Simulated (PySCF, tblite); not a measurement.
# C₈H₁₁B: geometry, infrared bands and NMR shifts

What infrared bands and NMR shifts should C₈H₁₁B (`B/C=C/C[C@@H](C#C)C=C`) show?

The runs use tblite 0.8.0 and PySCF 2.14.0, with density-fitted response routines of our own; the level of theory stands in each step. All values are computed, except where a source is named. Atoms are numbered from 0 throughout.

### Step 1. Starting geometry

20 atoms, charge 0, multiplicity 1; geometry from: force field or distance geometry start.

Bonds of the start (Å): B0–C1 1.58, C1–C2 1.32, C2–C3 1.52, C3–C4 1.55, C4–C5 1.47, C5–C6 1.20, C4–C7 1.50, C7–C8 1.34, B0–H9 1.18, B0–H10 1.18, C1–H11 1.09, C2–H12 1.08, C3–H13 1.10, C3–H14 1.10, C4–H15 1.12, C6–H16 1.06, C7–H17 1.10, C8–H18 1.08, C8–H19 1.09.

### Step 2. Geometry optimisation with GFN2-xTB

Job settings and geometry (Å):

```
{"job": {"kind": "relax", "xc": "GFN2-xTB", "basis": "xTB"}, "charge": 0, "multiplicity": 1}
B      3.480300    -0.236200     0.315700
C      2.069600     0.448800     0.102000
C      1.222200    -0.002500    -0.810900
C     -0.131300     0.660200    -1.024500
C     -1.081200     0.396800     0.175900
C     -2.343500     1.127900    -0.040500
C     -3.370000     1.731800    -0.210300
C     -1.380500    -1.067800     0.311100
C     -0.903800    -1.803500     1.322100
H      4.204600     0.177900     1.146600
H      3.793300    -1.159600    -0.346300
H      1.812300     1.286000     0.744600
H      1.476600    -0.832500    -1.447000
H      0.023100     1.745800    -1.159000
H     -0.587300     0.263500    -1.949000
H     -0.622500     0.795100     1.113100
H     -4.275500     2.258600    -0.351500
H     -1.972200    -1.572900    -0.464700
H     -1.128400    -2.858400     1.382700
H     -0.291100    -1.348500     2.102300
```

Command:

```bash
OMP_NUM_THREADS=1 python probes_run.py task.json out
```

One launch serves the whole session: the jobs run in the order shown.

**Question.** This job is followed by: GFN2-xTB harmonic vibrations, gas phase; GIAO PBE0/pcSseg-1 NMR shielding, non-relativistic, gas phase. What will the session give for the following? strongest single infrared mode (GFN2-xTB); zero-point energy (GFN2-xTB); ¹³C shifts against TMS (PBE0/pcSseg-1); ¹H shifts against TMS (PBE0/pcSseg-1, means over atoms taken as alike); ¹¹B shifts against BF3·OEt2 (PBE0/pcSseg-1); surface potential, 1st and 99th percentile.

**Answer**, as computed:

| quantity | value |
| --- | --- |
| strongest single infrared mode (GFN2-xTB) | 1645 cm⁻¹, 205 km/mol |
| zero-point energy (GFN2-xTB) | 99.1 kcal/mol |
| ¹³C shifts against TMS (PBE0/pcSseg-1) | 180.6, 147.1, 145.9, 125.2, 89.8, 78.5, 48.5, 40.3 ppm |
| ¹H shifts against TMS (PBE0/pcSseg-1, means over atoms taken as alike) | 7.30, 7.29, 6.88, 6.02, 5.54, 5.42, 2.86, 2.74, 2.70, 1.75 ppm |
| ¹¹B shifts against BF3·OEt2 (PBE0/pcSseg-1) | 71.3 ppm |
| surface potential, 1st and 99th percentile | -0.75 V and 1.26 V |

**Reading.** The optimisation took 152 steps and gained 0.178 eV; among the close pairs (by a distance rule), B0–C1 changed most, from 1.583 to 1.536 Å. No mode is imaginary among the 54: a minimum at this level. The strongest single mode, at 1645 cm⁻¹, moves mainly C2 and C1. Unscaled tight-binding wavenumbers are off by several per cent, some by more. Its intensities can rank the bands wrongly. At PBE0/pcSseg-1: The widest tensor belongs to C5: span 306 ppm, with a paramagnetic part of -163 ppm. By nearest atom (PBE0/pcSseg-1), the HOMO sits on C7, C8 about 22 % each; C5, C6 about 16 % each and the LUMO on B0 36 %; C2 25 %.
